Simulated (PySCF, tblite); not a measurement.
# C8H9PS: geometry, infrared bands and NMR shifts

Wanted: the infrared bands and NMR shifts of C8H9PS (`C1=CCP(c2cccs2)C1`), by calculation.

Computed with tblite 0.8.0 and PySCF 2.14.0, with density-fitted response routines of our own, on a single molecule in the gas phase. Atoms are numbered from 0 throughout.

**1. The starting structure**

19 atoms, charge 0, multiplicity 1; geometry from: force field or distance geometry start.

Bonds of the start (Å): C0–C1 1.32, C1–C2 1.50, C2–P3 1.84, P3–C4 1.84, C4–C5 1.37, C5–C6 1.43, C6–C7 1.37, C7–S8 1.72, P3–C9 1.82, C9–C0 1.48, S8–C4 1.70, C0–H10 1.09, C1–H11 1.09, C2–H12 1.08, C2–H13 1.09, C5–H14 1.09, C6–H15 1.08, C7–H16 1.08, C9–H17 1.10, C9–H18 1.09.

**2. Geometry optimisation with GFN2-xTB**

Job settings and geometry (Å):

```
{"job": {"kind": "relax", "xc": "GFN2-xTB", "basis": "xTB"}, "charge": 0, "multiplicity": 1}
C     -2.208600    -0.849500    -0.877300
C     -2.018300    -1.490300     0.263400
C     -1.346600    -0.794300     1.405000
P     -0.949000     0.807300     0.593900
C      0.825700     0.556600     0.159100
C      1.778600     1.481700     0.500300
C      3.081500     1.095500     0.049400
C      3.059700    -0.105200    -0.615600
S      1.476700    -0.761500    -0.703900
C     -1.786600     0.565100    -1.000700
H     -2.699800    -1.333700    -1.721600
H     -2.324700    -2.530500     0.402100
H     -0.491900    -1.338200     1.783200
H     -2.060800    -0.657000     2.220700
H      1.576500     2.402100     1.054800
H      3.982700     1.666300     0.228000
H      3.884500    -0.636900    -1.062700
H     -1.134100     0.709600    -1.871200
H     -2.655200     1.222100    -1.096600
```

Launch:

```console
> OMP_NUM_THREADS=1 python probes_run.py task.json out
```

The driver reads the jobs from task.json and runs them one after another.

**Question.** This job is followed by: GFN2-xTB harmonic vibrations, gas phase; GIAO PBE0/pcSseg-1 NMR shielding, non-relativistic, gas phase. What will the session give for the following? strongest single infrared mode (GFN2-xTB); zero-point energy (GFN2-xTB); ¹³C shifts against TMS (PBE0/pcSseg-1, means over atoms taken as alike); ¹H shifts against TMS (PBE0/pcSseg-1, means over atoms taken as alike); ³¹P shifts against H3PO4 (PBE0/pcSseg-1); ³³S shifts against CS2 (PBE0/pcSseg-1).

As calculated:

| quantity | value |
| --- | --- |
| strongest single infrared mode (GFN2-xTB) | 3098 cm⁻¹, 56 km/mol |
| zero-point energy (GFN2-xTB) | 89.4 kcal/mol |
| ¹³C shifts against TMS (PBE0/pcSseg-1, means over atoms taken as alike) | 154.9, 141.9, 139.3, 138.7, 129.3, 43.3 ppm |
| ¹H shifts against TMS (PBE0/pcSseg-1, means over atoms taken as alike) | 7.58, 7.16, 6.98, 6.30, 2.80 ppm |
| ³¹P shifts against H3PO4 (PBE0/pcSseg-1) | -53.0 ppm |
| ³³S shifts against CS2 (PBE0/pcSseg-1) | 239 ppm |

**Reading.** Relaxing lowered the energy by 0.374 eV in 59 steps; the close pair that moved most is P3–C9, from 1.817 to 1.873 Å. No mode is imaginary among the 51: a minimum at this level. The strongest single mode, at 3098 cm⁻¹, moves mainly H10 and H11. GFN2-xTB is a fitted tight-binding method: band positions and strengths are rough. Its intensities can rank the bands wrongly. At PBE0/pcSseg-1: Shielding is most anisotropic at S8 (span 288 ppm, paramagnetic term -793 ppm). NICS(1)zz of -25 ppm above the planar ring from C4 marks a diatropic (aromatic) ring current.
